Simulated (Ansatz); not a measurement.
# FGeH3OS: the cost of one run

Program: Ansatz 0.2.0, Gaussian basis. Level of theory: the settings change from run to run. These are calculated values, not measurements.

### Step 1. The molecule

An earlier PBE0-D4 in a triple-zeta def2 set relaxation fixed the geometry.

SMILES `[OH][GeH]([F])[SH]`, 7 atoms, charge 0, spin multiplicity 1.

Atoms are counted from 1 here; the program's logs count them from 0.

Bond lengths: O1–Ge2 1.757 Å, O1–H5 0.961 Å, Ge2–F3 1.732 Å, Ge2–S4 2.203 Å, Ge2–H6 1.526 Å, S4–H7 1.345 Å. Angles: Ge2–O1–H5 112.8°, O1–Ge2–F3 108.8°, O1–Ge2–S4 112.4°, O1–Ge2–H6 106.6°, F3–Ge2–S4 102.5°, F3–Ge2–H6 108.9°, S4–Ge2–H6 117.4°, Ge2–S4–H7 92.4°.

### Step 2. B2PLYP/def2-mTZVPP

Set apart from the defaults: atoms shaken by 0.03 Å, high accuracy.

Input file in.yaml:

```yaml
crystal:
  periodic: [false, false, false]
  atoms:
    - {symbol: O, position_ang: [-1.265980, 0.647088, 0.563187]}
    - {symbol: Ge, position_ang: [0.239854, -0.056232, 0.472804]}
    - {symbol: F, position_ang: [0.194809, -1.670662, 1.249072]}
    - {symbol: S, position_ang: [0.826057, -0.688943, -1.628030]}
    - {symbol: H, position_ang: [-1.923205, 0.206163, 0.084497]}
    - {symbol: H, position_ang: [1.256584, 0.880828, 1.185754]}
    - {symbol: H, position_ang: [0.718504, 0.612988, -2.037730]}
basis:
  gaussian: {orbitals: def2-mTZVPP}
hamiltonian: {xc: {name: B2PLYP}}
accuracy: high
```

Launch:

```
ansatz run in.yaml --threads 2 --pin off --events-out ev --progress --plain --max-ram 4352MiB
```

Q: Estimate wall time and peak memory on 2 threads of Arm Neoverse V1, shared host.

About 14 s, with a peak of 0.53 GiB.
